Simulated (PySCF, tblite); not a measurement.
**C5H10SSi: geometry, infrared bands and NMR shifts**

What infrared bands and NMR shifts should C5H10SSi (`C=CC[C@@H]1C[SiH2]S1`) show?

Computed with tblite 0.8.0 and PySCF 2.14.0, with density-fitted response routines of our own, on a single molecule in the gas phase. Atoms are numbered from 0 throughout.

### 1 The molecule as given

17 atoms, charge 0, multiplicity 1; geometry from: force field or distance geometry start.

Bonds of the start (Å): C0–C1 1.34, C1–C2 1.51, C2–C3 1.54, C3–C4 1.56, C4–Si5 1.88, Si5–S6 2.11, S6–C3 1.88, C0–H7 1.08, C0–H8 1.09, C1–H9 1.09, C2–H10 1.09, C2–H11 1.10, C3–H12 1.10, C4–H13 1.10, C4–H14 1.10, Si5–H15 1.47, Si5–H16 1.48.

### 2 Optimising the geometry with GFN2-xTB

What the job is given:

```
{"job": {"kind": "relax", "xc": "GFN2-xTB", "basis": "xTB"}, "charge": 0, "multiplicity": 1}
C      2.582100     0.800600    -0.869500
C      1.926000    -0.270800    -0.413500
C      0.990000    -0.255500     0.765300
C     -0.419300    -0.638200     0.268800
C     -1.161900     0.414100    -0.605300
Si    -2.857100    -0.150900    -0.010100
S     -1.660200    -0.573100     1.681700
H      3.265300     0.728900    -1.702700
H      2.441300     1.782000    -0.424300
H      2.108200    -1.241100    -0.869900
H      1.336200    -0.969600     1.509800
H      0.965800     0.734400     1.237500
H     -0.402300    -1.652200    -0.158400
H     -0.994200     0.291900    -1.690500
H     -0.948300     1.468600    -0.354900
H     -3.343700    -1.393600    -0.637400
H     -3.834900     0.936700     0.232600
```

Started as:

```sh
$ OMP_NUM_THREADS=1 python probes_run.py task.json out
```

The driver reads the jobs from task.json and runs them one after another.

**Question.** This job is followed by: GFN2-xTB harmonic vibrations, gas phase; GIAO PBE0/pcSseg-1 NMR shielding, non-relativistic, gas phase. Predict these results of the whole session: strongest single infrared mode (GFN2-xTB); zero-point energy (GFN2-xTB); 13C shifts against TMS (PBE0/pcSseg-1); 1H shifts against TMS (PBE0/pcSseg-1); 29Si shifts against TMS (PBE0/pcSseg-1); 33S shifts against CS2 (PBE0/pcSseg-1).

The runs gave:

```
                                 quantity                                                           value
strongest single infrared mode (GFN2-xTB)                                           2306 cm⁻¹, 316 km/mol
             zero-point energy (GFN2-xTB)                                                   82.9 kcal/mol
   13C shifts against TMS (PBE0/pcSseg-1)                              145.4, 124.7, 54.9, 45.9, 17.3 ppm
    1H shifts against TMS (PBE0/pcSseg-1)  5.85, 5.50, 5.46, 5.40, 5.31, 3.54, 2.84, 2.37, 2.06, 1.65 ppm
  29Si shifts against TMS (PBE0/pcSseg-1)                                                       -27.0 ppm
   33S shifts against CS2 (PBE0/pcSseg-1)                                                         -98 ppm
```

**Reading.** Over 104 steps the energy fell by 0.342 eV; of the close pairs, Si5–S6 changed most, 2.115 to 2.150 Å. No mode is imaginary among the 45: a minimum at this level. The strongest single mode, at 2306 cm⁻¹, moves mainly H16. Unscaled tight-binding wavenumbers are off by several per cent, some by more. Its intensities can rank the bands wrongly. The most deshielded carbon is C1 (alkene CH), at 145.4 ppm: the olefinic region. H9 (hydrogen on an alkene CH) lies farthest downfield among hydrogen, at 5.85 ppm; attached to an sp2 carbon and in the plane of the double bond. At PBE0/pcSseg-1: Shielding is most anisotropic at S6 (span 549 ppm, paramagnetic term -456 ppm).
